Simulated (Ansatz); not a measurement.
Predict the output of the script below (Ansatz 0.2.0, Python API).

The script, `c3h8ge_tae.py`:
```python
'''Energy to split C3H8Ge into its atoms.'''

from collections import Counter
from dataclasses import dataclass

import ansatz


@dataclass
class RunConfig:
    basis: str = 'def2-TZVP'
    xc: str = 'PBE'
    dispersion: str = 'd3bj'


cfg = RunConfig()


def energy(molecule, charge=0, unpaired=0):
    calc = (
        molecule.calculation()
        .basis(gaussian=cfg.basis)
        .functional(cfg.xc, dispersion=cfg.dispersion)
    )
    if charge:
        calc = calc.charge(charge)
    if unpaired:
        calc = calc.spin('collinear', total=unpaired)
    report = calc.run(threads=1).report
    if report['published_state_doubts']:
        print('  doubts:', report['published_state_doubts'])
    return report['free_energy_ev']

GEOMETRY = '''
C    -1.00990    1.48060   -0.18880
C    -0.12130    1.04020    0.61550
C     0.00800   -0.42840    0.83860
Ge    0.83000   -1.29690   -0.73910
H    -1.72990    0.85260   -0.74940
H    -1.15910    2.61280   -0.34150
H     0.55520    1.73750    1.15220
H    -0.89780   -0.86630    1.11600
H     0.75390   -0.57660    1.73280
H     2.12470   -0.67290   -1.07750
H    -0.24110   -1.12730   -1.89590
H     0.96420   -2.81030   -0.42900
'''

mol = ansatz.Crystal.molecule()
for line in GEOMETRY.strip().splitlines():
    symbol, *xyz = line.split()
    mol = mol.atom(symbol, [float(v) for v in xyz])

# unpaired electrons of the ground-state atoms
unpaired = {'C': 2, 'Ge': 2, 'H': 1}
counts = Counter(site.symbol for site in mol.cartesian_sites)
atom_energy = {s: energy(ansatz.Crystal.molecule().atom(s, (0, 0, 0)), 0, unpaired[s]) for s in counts}
whole = energy(mol, 0, 0)
for s, e in atom_energy.items():
    print(f'{s:2s} x{counts[s]}  {e:14.5f} eV')
print(f'C3H8Ge: {whole:.5f} eV')
split = sum(counts[s] * e for s, e in atom_energy.items()) - whole
print(f'atomisation energy (no zero-point term): {23.060548 * split:.1f} kcal/mol, {split / sum(counts.values()):.3f} eV an atom')
```

```console
$ python c3h8ge_tae.py
C  x3     -1028.48074 eV
Ge x1    -56507.21275 eV
H  x8       -13.59523 eV
C3H8Ge: -59746.48935 eV
atomisation energy (no zero-point term): 1039.4 kcal/mol, 3.756 eV an atom
```

1039.4 kcal/mol from the electronic energies, without the zero-point term.

Total energies depend on the basis set; only differences at equal settings carry meaning. The geometry is a force-field or estimated start, not a minimum of this method, and the basis set is short of its limit. All parts are taken at fixed geometry, without zero-point energy. This functional overbinds, so such energies come out a few per cent too high (LDA far more). Finished in 13 s on 1 thread of Arm Neoverse N1, with other jobs on the host, peak memory 0.28 GiB.
